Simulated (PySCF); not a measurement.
# C7H11NO: the cost of one run

Computed with PySCF 2.14.0 and routines of our own; the level stands in each step. Atoms count from 0.

## Step 1: The starting structure

20 atoms, charge 0, multiplicity 1; geometry from: GFN2-xTB.

## Step 2: Magnetic properties: GIAO HF/pcSseg-1

The job: settings as JSON, then the geometry in Å.

```
{"job": {"kind": "mag", "xc": "HF", "basis": "pcSseg-1", "isotopologues": 0}, "charge": 0, "multiplicity": 1}
C     -1.540805    -0.973096     0.935434
N     -1.284801    -0.090538    -0.173606
C     -2.214013     1.014728    -0.492578
C     -0.991552     1.889513    -0.579470
C     -0.231022     0.850849    -0.190678
C      1.213583     0.604410     0.017657
C      1.859463    -0.451551    -0.901873
C      2.239595    -1.153541     0.401247
O      1.543618    -0.180385     1.179577
H     -0.672990    -1.610729     1.087590
H     -1.738420    -0.434114     1.871307
H     -2.404665    -1.594609     0.694941
H     -2.902438     1.252936     0.318342
H     -2.767298     0.845135    -1.416833
H     -0.820561     2.880832    -0.941587
H      1.740361     1.567102     0.037595
H      2.684548    -0.099073    -1.513581
H      1.140421    -0.989869    -1.513254
H      1.832659    -2.158721     0.543367
H      3.309168    -1.158602     0.633368
```

With the program's defaults for keys left out, this is: GIAO HF/pcSseg-1 magnetisability, rotational g tensor and spin-rotation constants, non-relativistic, gas phase.

Run with:

```
$ OMP_NUM_THREADS=1 python excited_run.py task.json out
```

One launch serves the whole session: the jobs run in the order shown.

Q: Estimate the wall time and peak memory of this first job on 1 thread of Arm Neoverse V1, shared host.

About 22 s, with a peak of 0.92 GiB.
